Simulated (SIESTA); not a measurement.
The system is SnSe2.

```
CELL_PARAMETERS angstrom
3.81100 0.00000 0.00000
-1.90550 3.30042 0.00000
0.00000 0.00000 6.13600
ATOMIC_POSITIONS crystal
Sn 0.00000 0.00000 0.00000
Se 0.66667 0.33333 0.75100
Se 0.33333 0.66667 0.24900
```

```yaml
Program: SIESTA 5.4.2
Task: relaxation of cell and atoms
Functional: LDA
Potentials_or_basis: PseudoDojo 0.4 standard (LDA files)
Basis: DZP (energy shift 0.003 Ry; two zetas on semicore shells)
Grid_cutoff: 500 Ry
Energy_shift: 0.003 Ry
k_mesh: 6 × 6 × 4
Occupations: fermi-dirac, width 0.05 eV
Spin: no spin polarisation
```

At the start: pressure 3.1 GPa; volume 25.73 Å³/atom.

**Question.** How do energy, volume and symmetry change on relaxing?

**Answer.** Over 15 steps the energy falls by 28.9 meV/atom and the volume is 24.44 Å³/atom (-5.0 %); space group P-3m1 (No. 164, to 0.05 Å).

The path:
```
step  energy change (eV)  largest force (eV/Å)  pressure (GPa)  volume (Å³)
   1              0.0000                0.8467            3.15        77.18
   2             -0.0276                0.6399            2.07        77.74
   3             -0.0606                0.1226           -0.42        79.12
   4             -0.0614                0.0796           -0.57        79.14
   5             -0.0631                0.0127           -0.73        78.93
   6             -0.0658                0.0503           -0.73        78.28
   7             -0.0688                0.0744           -0.34        77.13
   8             -0.0705                0.0416            0.02        76.47
   9             -0.0725                0.0266            0.52        75.70
  10             -0.0743                0.0715            0.78        75.27
  11             -0.0795                0.1530            1.04        74.48
  12             -0.0830                0.1734            1.30        72.88
  13             -0.0862                0.1302            0.69        73.47
  14             -0.0870                0.0471            0.03        73.62
  15             -0.0866                0.0178           -0.04        73.32
```

Final structure:
```
Sn Se
1.0
     3.86708    0.00000    0.00000
    -1.93354    3.34899    0.00000
     0.00000    0.00000    5.66167
Sn Se
1 2
Direct
  0.00000 0.00000 0.00000
  0.66667 0.33333 0.71921
  0.33333 0.66667 0.28079
```

Caveat: the basis of atomic orbitals isn't converged, which shifts pressures, moduli and gaps.
